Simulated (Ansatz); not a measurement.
# revPBE/def2-SVP run of GaSiH4F (SMILES [F][GaH][SiH3])

Aim: the vertical ionisation energy of GaSiH4F at revPBE/def2-SVP, from 2 runs. 

Program for the calculation: Ansatz 0.2.0.

64 further runs of the same task are left out: 64 set aside as unsound or not needed.

### 1 The structure to begin with

The species is GaSiH4F (7 atoms), meant as a singlet with charge 0. As SMILES, `[F][GaH][SiH3]`. The coordinates come from a PBE0-D4/def2-TZVP relaxation.

Bond lengths: F1–Ga2 1.766 Å, Ga2–Si3 2.406 Å, Ga2–H4 1.565 Å, Si3–H5 1.487 Å, Si3–H6 1.487 Å, Si3–H7 1.487 Å. Angles: F1–Ga2–Si3 112.7°, F1–Ga2–H4 112.3°, Si3–Ga2–H4 135.0°, Ga2–Si3–H5 109.4°, Ga2–Si3–H6 111.2°, Ga2–Si3–H7 109.6°, H5–Si3–H6 108.8°, H5–Si3–H7 108.9°, H6–Si3–H7 108.9°.

### 2 The energy at revPBE/def2-SVP

input.yaml

```yaml
crystal:
  periodic: [false, false, false]
  atoms:
    - {symbol: F, position_ang: [0.231600, -2.152100, 1.342200]}
    - {symbol: Ga, position_ang: [0.019100, -0.400000, 1.279300]}
    - {symbol: Si, position_ang: [-0.029700, 0.450800, -0.970800]}
    - {symbol: H, position_ang: [-0.096900, 0.235400, 2.704700]}
    - {symbol: H, position_ang: [-1.196100, -0.125700, -1.691600]}
    - {symbol: H, position_ang: [-0.144400, 1.933400, -0.983000]}
    - {symbol: H, position_ang: [1.216400, 0.058100, -1.680800]}
basis:
  gaussian:
    orbitals: def2-SVP
hamiltonian:
  xc: {name: revPBE}
accuracy: high
output: {orbitals: {seedname: orbitals}}
```

Started as:

```
$ ansatz run input.yaml --threads 1 --pin off --max-ram 3480MiB --events-out events.jsonl --progress --plain --runs-dir runs
```

Standard output:

```text
Warning: RAYON_NUM_THREADS=1 ignored (pool sized by the plan → 1); use --threads N
Functional definition: revPBE
  name "revPBE"
  parameter kappa = 1.245
  parameter beta = 0.06672455060314922
  exchange = pbe_x(kappa = kappa, mu = beta*pi^2/3)
  correlation = pbe_c(beta = beta)
1714 factors; integrals over basis functions are off by at most 6.6e-9 eV
mean field evaluation 1: about -63017.0159 eV, gradient 4.7e1 eV
mean field evaluation 2: about -62974.2811 eV, gradient 1.6e2 eV
mean field evaluation 4: about -63020.5781 eV, gradient 9.9e0 eV
mean field evaluation 8: about -63020.6878 eV, gradient 5.4e-1 eV
mean field evaluation 16: about -63020.6884 eV, gradient 3.3e-5 eV
mean field -63020.68841692 eV, -2315.9675823651 hartree, gradient 5.9e-8 eV, S^2 0.000000; 0 other end points of the search recorded, 0 dependent functions left out
reference -63020.68842178 eV, -2315.9675825436 hartree; 29, 29 occupied and 55, 55 virtual orbitals, 1714 factors
Total energy: -63020.68842178 eV, -2315.9675825436 hartree
```

Run time: 6 s. Hardware: 1 thread of Arm Neoverse V1, shared host; peak memory 0.2 GiB.

### 3 The doublet cation

in.yaml

```yaml
crystal:
  periodic: [false, false, false]
  atoms:
    - {symbol: F, position_ang: [0.231600, -2.152100, 1.342200]}
    - {symbol: Ga, position_ang: [0.019100, -0.400000, 1.279300]}
    - {symbol: Si, position_ang: [-0.029700, 0.450800, -0.970800]}
    - {symbol: H, position_ang: [-0.096900, 0.235400, 2.704700]}
    - {symbol: H, position_ang: [-1.196100, -0.125700, -1.691600]}
    - {symbol: H, position_ang: [-0.144400, 1.933400, -0.983000]}
    - {symbol: H, position_ang: [1.216400, 0.058100, -1.680800]}
basis:
  gaussian:
    orbitals: def2-SVP
total_charge: 1
magnetization:
  spin_polarized: true
  initial_magnetization: 1
hamiltonian:
  xc: {name: revPBE}
accuracy: high
output: {orbitals: {seedname: orbitals}}
```

Started as:

```
$ ansatz run in.yaml --threads 1 --pin off --max-ram 3480MiB --events-out events.jsonl --progress --plain --runs-dir runs
```

Standard output, shortened:

```text
Warning: RAYON_NUM_THREADS=1 ignored (pool sized by the plan → 1); use --threads N
[... 6 set-up lines as earlier in the session ...]
1714 factors; integrals over basis functions are off by at most 6.6e-9 eV
mean field evaluation 1: about -62998.8606 eV, gradient 5.9e1 eV
mean field evaluation 2: about -62734.4777 eV, gradient 1.7e2 eV
mean field evaluation 4: about -63003.8105 eV, gradient 3.9e1 eV
mean field evaluation 8: about -63010.8947 eV, gradient 6.4e-1 eV
mean field evaluation 16: about -63010.8905 eV, gradient 1.3e-3 eV
mean field evaluation 32: about -63004.7639 eV, gradient 2.5e1 eV
mean field -63010.89048870 eV, -2315.6075151442 hartree, gradient 7.8e-8 eV, S^2 0.754125; 4 other end points of the search recorded, 0 dependent functions left out
reference -63010.89049364 eV, -2315.6075153257 hartree; 29, 28 occupied and 55, 56 virtual orbitals, 1714 factors
Total energy: -63010.89049364 eV, -2315.6075153257 hartree
```

Wall time 13 s (1 thread of Arm Neoverse V1, shared host); peak memory 0.26 GiB.

### 4 Outcome

At revPBE/def2-SVP:

```
                                          quantity           value
                     singlet GaSiH4F: total energy  -2315.96758 Eh
                      singlet GaSiH4F: HOMO energy        -6.73 eV
                      singlet GaSiH4F: LUMO energy        -2.52 eV
                    singlet GaSiH4F: HOMO–LUMO gap         4.21 eV
                      doublet cation: total energy  -2315.60752 Eh
doublet cation: HOMO energy (highest over α and β)       -13.80 eV
 doublet cation: LUMO energy (lowest over α and β)       -12.85 eV
                              doublet cation: ⟨S²⟩           0.754
vertical ionisation energy (to the doublet cation)        9.798 eV
```

Removing an electron at fixed nuclei costs 9.80 eV (945 kJ/mol). −ε(HOMO) before ionisation, 6.73 eV, is 3.07 eV below this ionisation energy.
